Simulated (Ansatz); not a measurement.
**Nb: stress in a strained cell**

Nb is deformed so: equal xy, yz and zx engineering shear strains of -1 %. What stress and forces result, by LAPW, PAW and all-electron datasets made for the crystal?

Program: Ansatz 0.2.0. Level of theory: DFT LDA, scalar-relativistic. These are calculated values, not measurements.

## 1. The structure to begin with

The structure is cubic, space group Fm-3m (No. 225). The conventional cell has a = 4.230 Å, b = 4.230 Å, c = 4.230 Å, α = 90.00°, β = 90.00°, γ = 90.00°. Nb (site symmetry m-3m) has 12 Nb at 2.99 Å as nearest neighbours.

Coordinates:

```
CELL_PARAMETERS angstrom
0.00000 2.11500 2.11500
2.11500 0.00000 2.11500
2.11500 2.11500 0.00000
ATOMIC_POSITIONS crystal
Nb 0.00000 0.00000 0.00000
```

## 2. The deformed structure

Space group Fm-3m before, R-3m after.

## 3. Full-potential LAPW

Input file input.yaml:

```yaml
crystal:
  lattice:
    - [-0.02115, 2.104425, 2.104425]
    - [2.104425, -0.02115, 2.104425]
    - [2.104425, 2.104425, -0.02115]
  atoms:
    - { symbol: Nb, position: [0.0, 0.0, 0.0] }
kpoints:
  mp_grid: { grid: [13, 13, 13] }
  band_path:
    path:
      - [0.0, 0.0, 0.0]
      - [0.5, 0.5, 0.5]
      - [0.2525443832, 0.5, 0.7474556168]
      - [-0.2525443832, 0.2525443832, 0.5]
      - [0.0, 0.0, 0.5]
      - [0.0, 0.0, 0.0]
      - [-0.3762721916, 0.0, 0.3762721916]
      - [0.0, 0.3762721916, 0.6237278084]
      - [0.0, 0.5, 0.5]
    npoints: 5
scf:
  occupations: { method: fermi_dirac, width: 0.03 }
hamiltonian:
  xc: lda
  pseudopotentials: { kind: all_electron, lapw: { basis_error: 0.0005 } }
output:
  forces: true
  stress: true
  eigenvalues: true
```

Launch:

```bash
$ ansatz run input.yaml --threads 1 --pin off --max-ram 3072MiB --backend cpu --events-out ev --progress --plain --runs-dir out
```

## 4. PAW with frozen cores

Input file input.yaml:

```yaml
crystal:
  lattice:
    - [-0.02115, 2.104425, 2.104425]
    - [2.104425, -0.02115, 2.104425]
    - [2.104425, 2.104425, -0.02115]
  atoms:
    - { symbol: Nb, position: [0.0, 0.0, 0.0] }
kpoints:
  mp_grid: { grid: [13, 13, 13] }
scf:
  occupations: { method: fermi_dirac, width: 0.03 }
hamiltonian:
  xc: lda
  pseudopotentials: { kind: paw }
output:
  forces: true
  stress: true
  eigenvalues: true
  efg: { contact_densities: true }
```

## 5. All-electron PAW on datasets made for the crystal

Changes to input.yaml since step 4:

```diff
@@ -13,3 +13,3 @@
   xc: lda
-  pseudopotentials: { kind: paw }
+  pseudopotentials: { kind: all_electron, datasets: crystal }
 output:
```

(Steps that only read results are left out.)

Before running it: what results should come out? Wanted: pressure; largest shear or deviatoric stress.

The runs gave:

| quantity | value |
| --- | --- |
| pressure | LAPW -10.35, PAW -10.34, crystal datasets -10.34 GPa |
| largest shear or deviatoric stress (LAPW) | 0.45 GPa |

In words: The largest part of the stress beyond the pressure is 0.45 GPa in size. No run of the undeformed cell stands beside it, so the pressure holds what the given cell had before the change. PAW: stress within 0.01 GPa of LAPW. Crystal datasets: stress within 0.01 GPa of LAPW.
